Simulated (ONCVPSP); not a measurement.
# An ONCV potential for Cu, from input to tests

Task: generate the file, and judge it by its errors in other configurations, its logarithmic derivatives, its ghosts and its cutoff.

The numbers are computed with ONCVPSP 4.0.1.1 (patched build) (PBE, scalar-relativistic, spin-unpolarised reference atom).

**1. The design**

Typed settings, in words:

- element: copper (Cu, Z = 29)
- type: optimised norm-conserving Vanderbilt (ONCV)
- frozen core: [Ne]
- valence charge: 19
- reference configuration: 3s2 3p6 3d10 4s1
- partial waves: 3s+4s: rc 1.40 bohr, ncon 4, nbas 8, qcut 7.6 1/bohr, 2 projectors; 3p: rc 0.70 bohr, ncon 4, nbas 7, qcut 12.8 1/bohr, 2 projectors, debl 3 Ha; 3d: rc 0.80 bohr, ncon 5, nbas 8, qcut 12.3 1/bohr, 3 projectors, debl 3.6 Ha
- local potential: polynomial inside 0.45 bohr (lpopt 5, dvloc0 0 Ha)
- core correction: Teter function, fcfact 2.5, rcfact 1.55

The outer shells as boxes (Hund's rule for the drawing; the calculation is spin-unpolarised):

```
[Ne] core
3s [↑↓]
3p [↑↓][↑↓][↑↓]
3d [↑↓][↑↓][↑↓][↑↓][↑↓]
4s [↑ ]
```

An earlier all-electron run gives the scale for the radii.

All-electron outer shells of the reference configuration (PBE, scalar-relativistic, ld1.x):

```
shell  level (eV)  outermost node (bohr)  outermost maximum (bohr)
   2p     -916.98                      –                      0.16
   3s     -114.70                   0.29                      0.61
   3p      -72.14                   0.26                      0.62
   3d       -5.04                      –                      0.60
   4s       -4.61                   0.89                      2.27
   4p       -0.70                   0.97                      3.65
```

**2. Generating the potential**

Cu.dat

```
# ATOM AND REFERENCE CONFIGURATION
# atsym  z   nc   nv     iexc    psfile
  Cu 29.00    3    4        4      upf
#
#   n    l    f
    1    0    2.00
    2    0    2.00
    2    1    6.00
    3    0    2.00
    3    1    6.00
    3    2   10.00
    4    0    1.00
#
# PSEUDOPOTENTIAL AND OPTIMIZATION
# lmax
    2
#
#   l,   rc,      ep,       ncon, nbas, qcut
    0    1.40    0.00    4    8    7.60
    1    0.70    0.00    4    7   12.80
    2    0.80    0.00    5    8   12.30
#
# LOCAL POTENTIAL
# lloc, lpopt,  rc(5),   dvloc0
    4    5    0.45    0.00
#
# VANDERBILT-KLEINMAN-BYLANDER PROJECTORs
# l, nproj, debl
    0    2    2.60
    1    2    3.00
    2    3    3.60
#
# MODEL CORE CHARGE
# icmod, fcfact, rcfact
    3    2.50    1.55
#
# LOG DERIVATIVE ANALYSIS
# epsh1, epsh2, depsh
   -6.00    5.00    0.04
#
# OUTPUT GRID
# rlmax, drl
    6.00    0.01
#
# TEST CONFIGURATIONS
# ncnf
    4
# nvcnf
#   n    l    f
    4
    3    0    2.00
    3    1    6.00
    3    2   10.00
    4    0    0.00
#
    4
    3    0    2.00
    3    1    6.00
    3    2    9.00
    4    0    0.00
#
    4
    3    0    2.00
    3    1    6.00
    3    2    8.00
    4    0    0.00
#
    4
    3    0    2.00
    3    1    6.00
    3    2    9.00
    4    0    2.00
#
```

Command:

```
$ oncvpsp.x < Cu.dat > Cu.out
```

**Question.** What will these runs give? Wanted: cutoffs for 1 and 0.1 mHa per electron, occupied waves; bound ghosts; GHOST(+) flags; largest test error; largest phase difference near zero energy, channels read; rms error of d²Exc/dn², without and with the model core.

The runs gave:

| quantity | value |
| --- | --- |
| cutoffs for 1 and 0.1 mHa per electron, occupied waves | 332 Ha and 375 Ha |
| bound ghosts | d at -148.13 eV |
| GHOST(+) flags | s at 111 eV, d at 3815 eV |
| largest test error (AE − PS) | +5.1 meV, for 3s2 3p6 3d9 4s2 (1 test unsolved) |
| largest phase difference near zero energy, channels read | 0.001 rad |
| rms error of d²Exc/dn², without and with the model core | 3.71 and 1.50 mHa |

What this shows: A bound ghost (d) makes it unfit for use: electrons can fall into a state that the atom doesn't have. The worst unpolarised test, 3s2 3p6 3d9 4s2, is off by 5.1 meV on 2.0 eV; by total energies transferability rates as good where solved. Atomic tests can pass in spite of a ghost, since they solve only for the levels asked. Of the tests 1 gave no usable energy difference, which is a warning in itself. It counts as very hard, with 332 Ha needed at the looser tolerance. At the looser tolerance the 3d wave is the slowest; 3p needs 83 Ha. Near zero energy the phases of the channels with partial waves agree within 0.001 rad. The pseudo curves have a pole with no partner nearby in the atom's: d at -5.53 Ha. The program also flags highly localised states, GHOST(+) (s, d).
